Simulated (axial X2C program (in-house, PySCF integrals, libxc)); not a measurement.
# WAl: properties at the nuclei

Wanted for WAl: properties at the nuclei, at the two-component level.

The runs use an in-house X2C program for linear molecules on PySCF integrals; two-component X2C with atomic mean-field terms, W dyall-cv3z, Al dyall-v3z.

All values are calculated.

### Step 1. Set-up

Input file task.json:

```json
{"zs": [74, 13], "q": 0, "bas": ["dyall-cv3z", "dyall-v3z"], "r0": 2.63, "levels": ["PBE0", "HF", "TPSSh", "BHandHLYP", "B3LYP"], "nst": 3}
```

Keys: zs atomic numbers; q charge; bas basis sets; r0 starting distance in Å; levels methods (HF also brings MP2); nst determinants followed.

On the command line:

```bash
> python soeom.py task.json out
```

Nuclei are Gaussian, cores are contracted, and the Gaunt term is on.

### Step 2. Expectation values, lowest determinant

R = 2.624 Å. State: Ω = 5/2 (excess of +ω over −ω: ω = 5/2).

Output of the PBE0 run:

```text
two-component X2C + atomic mean field  PBE0
basis functions 234  fitting functions 1200  grid points 5080
iter        total energy     max residual
   1     -16384.900010154     9.92e+00
   2     -16384.967132548     1.55e-02
   3     -16384.967146379     1.18e-02
   4     -16384.967148661     1.57e-03
   5     -16384.967149990     3.62e-03
   6     -16384.967151022     8.59e-04
   7     -16384.967151209     4.00e-04
   8     -16384.967151256     2.29e-04
   9     -16384.967151266     4.92e-05
  10     -16384.967151271     5.05e-05
  11     -16384.967151274     2.37e-05
  12     -16384.967151275     7.13e-06
converged
one-electron -22861.71991032  Coulomb 6643.84816575  exact exchange -85.37389282  xc functional -261.69119513  nuclear repulsion 194.00475492  atomic mean-field constant -14.03507367
```

The highest occupied spinor is 54% Al p, 28% W s, 7% Al s.

```csv
level,Eeff magnitude (GV/cm),Ws magnitude W (kHz),A∥/gI W (MHz),qzz W (a.u.),A∥/gI Al (MHz),qzz Al (a.u.),μ (D)
PBE0,15.7,5.3,611,-0.07,-8.6,-0.98,-0.72
HF,46.1,17.7,998,0.99,-11.6,-0.62,-1.43
TPSSh,18.1,6.37,698,-0.26,-6.2,-0.96,-0.90
BHandHLYP,3.02,0.0185,202,0.41,-9.06,-0.97,-0.35
B3LYP,6.06,1.39,328,0.31,-7.77,-0.89,-0.01
```

Eeff is the effective electric field on the electron dipole moment in this Ω state and Ws the scalar–pseudoscalar constant (defined with the proton number Z and per Ω); A∥ is the parallel hyperfine constant, which follows by multiplying with the nuclear g factor gI = μI/(I μN); qzz is the electric field gradient, eQq0 = 234.96 MHz × Q/barn × qzz; μ is positive if Al is the positive end. The operators were transformed with the bare-nucleus X2C matrices.

### Step 3. Expectation values, a higher determinant

R = 2.624 Å. State: Ω = 7/2 (excess of +ω over −ω: 2 × ω = 1/2, ω = 5/2), 0.74 eV above the lowest in the PBE0 search for states (made at or near this distance, with looser thresholds).

Output of the PBE0 run:

```text
two-component X2C + atomic mean field  PBE0
basis functions 234  fitting functions 1200  grid points 5080
iter        total energy     max residual
   1     -16384.884986819     9.38e+00
   2     -16384.940127684     1.43e-02
   3     -16384.940137787     1.07e-02
   4     -16384.940139920     1.51e-03
   5     -16384.940140734     3.13e-03
   6     -16384.940141399     5.44e-04
   7     -16384.940141467     2.14e-04
   8     -16384.940141488     1.60e-04
   9     -16384.940141493     5.31e-05
  10     -16384.940141494     1.52e-05
  11     -16384.940141494     1.12e-06
converged
one-electron -22862.19911324  Coulomb 6644.38671291  exact exchange -85.38633689  xc functional -261.71108551  nuclear repulsion 194.00475492  atomic mean-field constant -14.03507367
```

The highest occupied spinor is 60% Al p, 26% W d, 9% W p.

```csv
level,Eeff magnitude (GV/cm),Ws magnitude W (kHz),A∥/gI W (MHz),qzz W (a.u.),A∥/gI Al (MHz),qzz Al (a.u.),μ (D)
PBE0,6.97,1.7,1790,0.09,61.2,-0.06,-1.27
HF,1.91,1.08,1410,-0.22,45.6,-0.12,-2.58
TPSSh,7.63,1.87,1770,0.11,61.4,-0.08,-1.20
BHandHLYP,4.95,1.02,1750,0.09,62.4,-0.10,-1.44
B3LYP,9.03,2.28,1850,0.04,63.8,-0.10,-0.87
```

### Step 4. Expectation values, a higher determinant

R = 2.624 Å. State: Ω = 3/2 (excess of +ω over −ω: ω = 1/2, ω = -3/2, ω = 5/2), 0.80 eV above the lowest in the PBE0 search for states (made at or near this distance, with looser thresholds).

Output of the PBE0 run:

```text
two-component X2C + atomic mean field  PBE0
basis functions 234  fitting functions 1200  grid points 5080
iter        total energy     max residual
   1     -16384.882620518     9.57e+00
   2     -16384.937737475     1.46e-02
   3     -16384.937738217     4.00e-03
   4     -16384.937749606     1.55e-03
   5     -16384.937750683     1.10e-03
   6     -16384.937750862     1.82e-04
   7     -16384.937750901     1.19e-04
   8     -16384.937750910     4.50e-05
   9     -16384.937750913     2.30e-05
  10     -16384.937750913     6.05e-06
converged
one-electron -22862.06211175  Coulomb 6644.25418110  exact exchange -85.38749159  xc functional -261.71200991  nuclear repulsion 194.00475492  atomic mean-field constant -14.03507367
```

The highest occupied spinor is 62% Al p, 25% W d, 8% W p.

```csv
level,Eeff magnitude (GV/cm),Ws magnitude W (kHz),A∥/gI W (MHz),qzz W (a.u.),A∥/gI Al (MHz),qzz Al (a.u.),μ (D)
PBE0,7.75,4.42,4020,0.09,15.2,-0.04,-1.40
HF,2.22,2.71,3220,-0.24,-32.2,-0.11,-2.70
TPSSh,8.55,4.87,3930,0.15,23.7,-0.06,-1.33
BHandHLYP,5.73,2.8,3950,0.09,12.9,-0.08,-1.55
B3LYP,10.1,5.88,4120,0.12,29.5,-0.07,-1.00
```

### Step 5. What came out

| quantity | value |
| --- | --- |
| lowest determinant | Ω = 5/2 (excess of +ω over −ω: ω = 5/2) |
| Eeff magnitude (GV/cm), PBE0 | 15.7 |
| Ws magnitude W (kHz), PBE0 | 5.3 |
| A∥/gI W (MHz), PBE0 | 611 |
| qzz W (a.u.), PBE0 | -0.07 |
| higher determinant | Ω = 7/2 (excess of +ω over −ω: 2 × ω = 1/2, ω = 5/2) |
| Eeff magnitude (GV/cm), PBE0, higher determinant | 6.97 |
| Ws magnitude W (kHz), PBE0, higher determinant | 1.7 |
| A∥/gI W (MHz), PBE0, higher determinant | 1790 |
| qzz W (a.u.), PBE0, higher determinant | 0.09 |
| higher determinant | Ω = 3/2 (excess of +ω over −ω: ω = 1/2, ω = -3/2, ω = 5/2) |
| Eeff magnitude (GV/cm), PBE0, higher determinant | 7.75 |
| Ws magnitude W (kHz), PBE0, higher determinant | 4.42 |
| A∥/gI W (MHz), PBE0, higher determinant | 4020 |
| qzz W (a.u.), PBE0, higher determinant | 0.09 |

In words: In the first state, the effective field runs from 3.02 to 46.1 GV/cm over the mean-field levels, so the levels don't agree on it. The expectation values come from single determinants, which for open shells can mix terms of unlike spin or miss the lowest Ω, so a determinant need not be a state. Eeff is the effective electric field on the electron dipole moment in this Ω state and Ws the scalar–pseudoscalar constant (defined with the proton number Z and per Ω); A∥ is the parallel hyperfine constant, which follows by multiplying with the nuclear g factor gI = μI/(I μN); qzz is the electric field gradient, eQq0 = 234.96 MHz × Q/barn × qzz; μ is positive if Al is the positive end. The operators were transformed with the bare-nucleus X2C matrices.
